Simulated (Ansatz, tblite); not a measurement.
**In3Sb3 wurtzite hole sphere (In₃Sb₃H₁₂): which spin state is lowest**

Aim: set other spin states of In3Sb3 wurtzite hole sphere (In₃Sb₃H₁₂) against its singlet, on many levels of theory.

Program: Ansatz 0.2.0, Gaussian basis. Level of theory: as each input shows. These are calculated values, not measurements.

Levels to be run: triplet, at the geometry of the singlet (GFN1-xTB, GFN2-xTB, PBE0-D4/def2-TZVP, PBE-D4/def2-TZVP); the singlet's energies come from earlier runs.

1 further run of the same task is left out (set aside as unsound or not needed).

**1. The structure**

The geometry is that of the singlet, from an earlier relaxation (PBE-D4/def2-SVP).

18 atoms, charge 0, spin multiplicity 1.

Bond lengths: Sb1–In2 2.913 Å, Sb1–In4 2.913 Å, Sb1–H7 1.720 Å, Sb1–H8 1.721 Å, In2–Sb3 2.913 Å, In2–H9 1.733 Å, In2–H10 1.736 Å, Sb3–In6 2.913 Å, Sb3–H11 1.722 Å, Sb3–H12 1.721 Å, In4–Sb5 2.912 Å, In4–H13 1.734 Å, In4–H14 1.736 Å, Sb5–In6 2.913 Å, Sb5–H15 1.722 Å, Sb5–H16 1.722 Å, In6–H17 1.736 Å, In6–H18 1.734 Å. Angles: In2–Sb1–In4 133.1°, In2–Sb1–H7 105.9°, In2–Sb1–H8 105.4°, In4–Sb1–H7 106.1°, In4–Sb1–H8 105.4°, H7–Sb1–H8 94.3°, Sb1–In2–Sb3 93.8°, Sb1–In2–H9 107.8°, Sb1–In2–H10 105.5°, Sb3–In2–H9 107.7°, Sb3–In2–H10 105.5°, H9–In2–H10 130.5°, In2–Sb3–In6 133.0°, In2–Sb3–H11 105.5°, In2–Sb3–H12 106.0°, In6–Sb3–H11 105.4°, In6–Sb3–H12 106.1°, H11–Sb3–H12 94.3° and more.

Geometry (Å):

```xyz
18
H12In3Sb3
Sb   -0.00286   -2.45544   -0.20869
In   -2.67470   -1.53857    0.50479
Sb   -2.12340    1.23208   -0.20757
In    2.66956   -1.54733    0.51146
Sb    2.12957    1.22378   -0.20377
In    0.00602    3.08500    0.51365
H    -0.00788   -4.15899    0.03157
H    -0.00104   -2.56740   -1.92612
H    -3.78295   -2.17442   -0.66665
H    -2.72851   -1.56913    2.23951
H    -2.21778    1.29173   -1.92549
H    -3.59865    2.08528    0.03204
H     3.77768   -2.18934   -0.65710
H     2.71662   -1.57944    2.24646
H     2.22401    1.28110   -1.92225
H     3.60635    2.07393    0.04171
H     0.00121    3.13933    2.24874
H     0.00674    4.36781   -0.65233
```

In, Sb take a core potential in the def2 sets. No spin-orbit coupling is included.

**2. Triplet at the fixed geometry, GFN1-xTB**

Tight binding, by tblite at 300 K electronic temperature and without a spin-polarisation term:

```python
tblite.interface.Calculator('GFN1-xTB', numbers, positions, charge=0, uhf=2).singlepoint()
```

Energy -503.7744 eV; 0.027 s.

**3. Triplet at the fixed geometry, GFN2-xTB**

Tight binding, by tblite at 300 K electronic temperature and without a spin-polarisation term:

```python
tblite.interface.Calculator('GFN2-xTB', numbers, positions, charge=0, uhf=2).singlepoint()
```

Energy -441.0593 eV; 0.073 s.

**4. Triplet at the fixed geometry, PBE0-D4/def2-TZVP**

Input file in.yaml:

```yaml
crystal:
  periodic: [false, false, false]
  atoms:
    - {symbol: Sb, position_ang: [-0.002862, -2.455435, -0.208689]}
    - {symbol: In, position_ang: [-2.674704, -1.538570, 0.504790]}
    - {symbol: Sb, position_ang: [-2.123404, 1.232078, -0.207569]}
    - {symbol: In, position_ang: [2.669562, -1.547329, 0.511463]}
    - {symbol: Sb, position_ang: [2.129569, 1.223776, -0.203766]}
    - {symbol: In, position_ang: [0.006016, 3.085004, 0.513654]}
    - {symbol: H, position_ang: [-0.007884, -4.158993, 0.031569]}
    - {symbol: H, position_ang: [-0.001037, -2.567397, -1.926119]}
    - {symbol: H, position_ang: [-3.782955, -2.174415, -0.666645]}
    - {symbol: H, position_ang: [-2.728508, -1.569130, 2.239514]}
    - {symbol: H, position_ang: [-2.217783, 1.291729, -1.925495]}
    - {symbol: H, position_ang: [-3.598654, 2.085283, 0.032040]}
    - {symbol: H, position_ang: [3.777682, -2.189342, -0.657102]}
    - {symbol: H, position_ang: [2.716624, -1.579444, 2.246460]}
    - {symbol: H, position_ang: [2.224008, 1.281102, -1.922250]}
    - {symbol: H, position_ang: [3.606354, 2.073925, 0.041710]}
    - {symbol: H, position_ang: [0.001212, 3.139330, 2.248742]}
    - {symbol: H, position_ang: [0.006744, 4.367807, -0.652325]}
basis:
  gaussian: {orbitals: def2-TZVP}
magnetization: {spin_polarized: true, initial_magnetization: 2}
hamiltonian: {xc: pbe0, dispersion: d4}
scf: {omitted_lower_state_checks: [starts]}
output: {orbitals: {seedname: orbitals}}
```

Run with:

```
$ ansatz run in.yaml --threads 2 --pin off --events-out ev --progress --plain --max-ram 32768MiB --backend cuda --devices 0, --max-vram 18GiB
```

Log:

```text
Functional definition: PBE0
  name "PBE0"
  cite "Adamo & Barone, J. Chem. Phys. 110, 6158 (1999) doi:10.1063/1.478522"
  cite "Perdew, Burke & Ernzerhof, Phys. Rev. Lett. 77, 3865 (1996) doi:10.1103/PhysRevLett.77.3865"
  parent pbe
  parameter a = 0.25
  parameter kappa = 0.804
  parameter beta = 0.06672455060314922
  exchange = (1 - a)*pbe_x(kappa = kappa, mu = beta*pi^2/3) + a*exact_x
  correlation = pbe_c(beta = beta)
these checks for a lower state are left out or cut short: starts
3294 factors; their error is unknown
mean field evaluation 1: about -35324.3543 eV, gradient 1.7e1 eV
mean field evaluation 2: about -35325.0043 eV, gradient 1.5e1 eV
mean field evaluation 4: about -35325.9782 eV, gradient 1.3e0 eV
mean field evaluation 8: about -35325.9995 eV, gradient 2.1e-1 eV
mean field evaluation 16: about -35326.6278 eV, gradient 5.2e-2 eV
mean field evaluation 32: about -35326.7085 eV, gradient 2.1e-5 eV
mean field -35326.70851743 eV, -1298.2325927126 hartree, gradient 8.8e-6 eV, S^2 2.008832; 0 other end points of the search recorded, 0 dependent functions left out
reference -35326.70860586 eV, -1298.2325959622 hartree; 73, 71 occupied and 299, 301 virtual orbitals, 3294 factors
Total energy: -35327.36882623 eV, -1298.2568586133 hartree
Checks for a lower state left out: starts
```

It took 17 s on 1 × H100 (card shared with other runs) with 2 threads of AMD EPYC 7R13, shared host; peak host memory 1.2 GiB.

HOMO -3.04 eV, LUMO -5.72 eV (over both spins; with the spin held, an empty level of the minority spin lies below the top filled one); ⟨S²⟩ 2.009 (pure: 2.00).

**5. Triplet at the fixed geometry, PBE-D4/def2-TZVP**

start.molden holds the orbitals of an earlier run on this state, given as this run's starting guess.

Changes to in.yaml since step 4:

```diff
@@ -22,5 +22,5 @@
 basis:
-  gaussian: {orbitals: def2-TZVP}
+  gaussian: {orbitals: def2-TZVP, initial_orbitals: start.molden}
 magnetization: {spin_polarized: true, initial_magnetization: 2}
-hamiltonian: {xc: pbe0, dispersion: d4}
+hamiltonian: {xc: pbe, dispersion: d4}
 scf: {omitted_lower_state_checks: [starts]}
```

Launched as before.

Log:

```text
Functional definition: PBE
  name "PBE"
  cite "Perdew, Burke & Ernzerhof, Phys. Rev. Lett. 77, 3865 (1996) doi:10.1103/PhysRevLett.77.3865"
  parent pbe
  parameter kappa = 0.804
  parameter beta = 0.06672455060314922
  exchange = pbe_x(kappa = kappa, mu = beta*pi^2/3)
  correlation = pbe_c(beta = beta)
these checks for a lower state are left out or cut short: starts
2841 factors; their error is unknown
mean field evaluation 1: about -35325.4201 eV, gradient 7.5e0 eV
mean field evaluation 2: about -35325.6902 eV, gradient 3.4e-1 eV
mean field evaluation 4: about -35325.6304 eV, gradient 2.5e0 eV
mean field evaluation 8: about -35325.7176 eV, gradient 1.9e-1 eV
mean field evaluation 16: about -35325.7289 eV, gradient 3.5e-5 eV
mean field -35325.72892867 eV, -1298.1965934895 hartree, gradient 3.0e-6 eV, S^2 2.003479; 0 other end points of the search recorded, 0 dependent functions left out
reference -35325.72904039 eV, -1298.1965975952 hartree; 73, 71 occupied and 299, 301 virtual orbitals, 2841 factors
Total energy: -35326.46321519 eV, -1298.2235780213 hartree
Checks for a lower state left out: starts
```

It took 16 s on 1 × H100 (card shared with other runs) with 2 threads of AMD EPYC 7R13, shared host; peak host memory 1.1 GiB.

Report: HOMO -2.49 eV, LUMO -6.26 eV (over both spins; with the spin held, an empty level of the minority spin lies below the top filled one); ⟨S²⟩ 2.003 (pure: 2.00).

**6. Triplet less singlet, vertical**

The singlet's energies are those of its earlier runs, whose logs aren't repeated here.

```tsv
level	triplet less singlet, vertical (kcal/mol)	time
GFN1-xTB	+73.6	0.049 s
GFN2-xTB	+72.6	0.091 s
PBE-D4/def2-TZVP	+88.7	23 s
PBE0-D4/def2-TZVP	+97.7	26 s
```

Times add the two runs; a level without a time comes out of a correlated run. Tight binding without a spin term can't rank spin states.

**7. Summary of results**

```
                                                quantity                                       value
triplet less singlet, vertical, functionals in def2-TZVP  +88.7 (PBE-D4) to +97.7 kcal/mol (PBE0-D4)
```

All functionals put the triplet above the singlet, over a spread of 9.0 kcal/mol. The checks for a lower triplet were left out, so another state of that spin may lie lower. These are electronic energies, without zero-point motion, entropy or surroundings.
